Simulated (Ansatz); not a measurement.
Write a Python script for Ansatz 0.2.0 through its Python package that makes the interaction energy of a dimer with the counterpoise correction of CH4BBr, SMILES CBBr. Use (for the species named): MP2, def2-SVP basis, multiplicity 1.

```yaml
atoms:
  - { symbol: C, position_ang: [-0.6011, 0.3437, -0.0423] }
  - { symbol: B, position_ang: [0.7405, -0.3659, -0.1424] }
  - { symbol: Br, position_ang: [1.3212, -1.5196, 1.3568] }
  - { symbol: H, position_ang: [-1.3908, -0.3446, 0.0549] }
  - { symbol: H, position_ang: [-0.8124, 0.9709, -0.9972] }
  - { symbol: H, position_ang: [-0.6483, 1.0863, 0.8197] }
  - { symbol: H, position_ang: [1.4521, -0.2388, -1.0952] }
```

`run_dimer.py`
```python
import ansatz as az

FIRST = [
    ("C", (-0.6098, 0.3534, -0.0358)),
    ("B", (0.7318, -0.3562, -0.1359)),
    ("Br", (1.3125, -1.5099, 1.3633)),
    ("H", (-1.3995, -0.3349, 0.0614)),
    ("H", (-0.8211, 0.9806, -0.9907)),
    ("H", (-0.657, 1.096, 0.8262)),
    ("H", (1.4434, -0.2291, -1.0887)),
]
SECOND = [
    ("C", (3.5675, -0.6041, 3.4986)),
    ("B", (3.7633, 0.9019, 3.5831)),
    ("Br", (3.3905, 1.8153, 5.2985)),
    ("H", (4.1875, -1.1087, 4.1826)),
    ("H", (3.8365, -1.0, 2.4399)),
    ("H", (2.4881, -0.9228, 3.6716)),
    ("H", (4.1273, 1.5447, 2.6426)),
]

def energy(atoms, ghosts=()):
    molecule = az.Crystal.molecule()
    for symbol, xyz in atoms:
        molecule = molecule.atom(symbol, xyz)
    calc = (
        molecule.calculation()
        .basis(gaussian="def2-SVP")
        .correlation("mp2")
    )
    deck = calc.input()
    if ghosts:
        deck = deck.set(az.key.basis.gaussian.ghost_atoms, [{"symbol": s, "position_ang": list(xyz)} for s, xyz in ghosts])
    return az.Session.from_dict(deck).plan().execute().report["free_energy_ev"]

both = energy(FIRST + SECOND)
alone = energy(FIRST) + energy(SECOND)
ghosted = energy(FIRST, SECOND) + energy(SECOND, FIRST)
print(f"dimer {both:.6f} eV")
print(f"interaction, uncorrected   {23.060548 * (both - alone):8.3f} kcal/mol")
print(f"interaction, counterpoise  {23.060548 * (both - ghosted):8.3f} kcal/mol")
print(f"basis-set superposition    {23.060548 * (alone - ghosted):8.3f} kcal/mol")
```

```console
$ python run_dimer.py
dimer -143535.821004 eV
interaction, uncorrected      2.025 kcal/mol
interaction, counterpoise     3.547 kcal/mol
basis-set superposition       1.522 kcal/mol
```

Uncorrected it is 2.025 kcal/mol, with the counterpoise correction 3.547 kcal/mol; the difference, 1.522 kcal/mol, is the superposition error. In this basis both values are repulsive.

Notes:
- Total energies depend on the basis set; only differences at equal settings carry meaning.
- The dimer is a generated trial pose of unrelaxed monomers, not a minimum, so the figure is no binding energy, and the basis set is small.
- Timing: 18 s on 1 thread of Arm Neoverse V1, on a shared host, peak memory 0.46 GiB.
